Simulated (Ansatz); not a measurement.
**C2H2FSi radical: one species, many methods**

The task here is to estimate one member of a computed series from the others.

Program: Ansatz 0.2.0, Gaussian basis. Level of theory: functionals in def2-TZVPP, the program's frozen cores in correlated methods. These are calculated values, not measurements.

Plan: LDA (SPW92), PBE-D4, revPBE-D4, BLYP-D4, r2SCAN-D4, B97M-V, PBE0-D4, B3LYP-D4, r2SCANh-D4, r2SCAN0-D4, HSE06-D4, BHLYP-D4, CAM-B3LYP-D4, LC-ωPBE, ωB97X-V, ωB97M-V, B2PLYP, PBE-QIDH; CCSD(T)/def2-SVP; CCSD(T)/def2-TZVPP; CCSD(T)/def2-QZVPP; extrapolation to the limit; RPA on PBE.

**Structure used throughout**

The geometry comes from an earlier relaxation with PBE0-D4 in a triple-zeta def2 set; it is a stationary point.

SMILES `[C]#C[SiH2]F`, 6 atoms, charge 0, spin multiplicity 2.

Atoms are counted from 1 here; the program's logs count them from 0.

Bond lengths: C1–C2 1.212 Å, C2–Si3 1.821 Å, Si3–F4 1.593 Å, Si3–H5 1.477 Å, Si3–H6 1.477 Å. Angles: C1–C2–Si3 178.1°, C2–Si3–F4 108.9°, C2–Si3–H5 109.3°, C2–Si3–H6 109.3°, F4–Si3–H5 108.5°, F4–Si3–H6 108.5°, H5–Si3–H6 112.3°.

The first run:

Input file in.yaml:

```yaml
crystal:
  periodic: [false, false, false]
  atoms:
    - {symbol: C, position_ang: [0.789909, -2.057938, 1.137137]}
    - {symbol: C, position_ang: [0.399181, -1.059003, 0.573016]}
    - {symbol: Si, position_ang: [-0.140216, 0.471794, -0.252890]}
    - {symbol: F, position_ang: [-1.487197, 0.179826, -1.051609]}
    - {symbol: H, position_ang: [0.894624, 0.895893, -1.218088]}
    - {symbol: H, position_ang: [-0.414302, 1.505426, 0.766334]}
basis:
  gaussian: {orbitals: def2-TZVPP}
magnetization: {spin_polarized: true, initial_magnetization: 1}
hamiltonian: {xc: lda}
output: {orbitals: {seedname: orbitals}}
```

Command:

```console
> ansatz run in.yaml --threads 2 --pin off --events-out ev --progress --plain --max-ram 22528MiB --backend cpu
```

Among the steps run: LDA; PBE-D4 (GGA); revPBE-D4 (GGA); BLYP-D4 (GGA); r2SCAN-D4 (meta-GGA); B97M-V (meta-GGA); B3LYP-D4 (hybrid); r2SCANh-D4 (hybrid); r2SCAN0-D4 (hybrid); HSE06-D4 (hybrid); BHLYP-D4 (hybrid); CAM-B3LYP-D4 (range-separated); LC-ωPBE (range-separated); ωB97X-V (range-separated); ωB97M-V (range-separated); B2PLYP (double hybrid); PBE-QIDH (double hybrid).

One table of the session follows, with a row left open; its other results are not shown here.

It belongs to the step «Orbital energies across the functionals». 

| functional | HOMO (eV) | LUMO (eV) | gap (eV) |
| --- | --- | --- | --- |
| LDA (SPW92) | -7.55 | -7.00 | 0.55 |
| PBE-D4 | ? | ? | ? |
| revPBE-D4 | -7.38 | -6.23 | 1.14 |
| BLYP-D4 | -7.29 | -6.56 | 0.73 |
| r2SCAN-D4 | -7.66 | -5.61 | 2.04 |
| B97M-V | -7.67 | -6.24 | 1.43 |
| PBE0-D4 | -8.66 | -5.04 | 3.62 |
| B3LYP-D4 | -8.44 | -5.67 | 2.77 |
| r2SCANh-D4 | -8.12 | -5.16 | 2.96 |
| r2SCAN0-D4 | -8.81 | -4.48 | 4.33 |
| HSE06-D4 | -8.26 | -5.44 | 2.82 |
| BHLYP-D4 | -9.76 | -3.97 | 5.78 |
| CAM-B3LYP-D4 | -10.04 | -4.14 | 5.91 |
| LC-ωPBE | -11.47 | -2.29 | 9.19 |
| ωB97X-V | -11.06 | -3.20 | 7.87 |
| ωB97M-V | -10.89 | -3.22 | 7.67 |

Estimate the missing values for PBE-D4.

**Answer.** HOMO (eV): -7.43; LUMO (eV): -6.42; gap (eV): 1.01. In the column «HOMO (eV)» it lies between LDA (SPW92) (-7.55) and revPBE-D4 (-7.38).
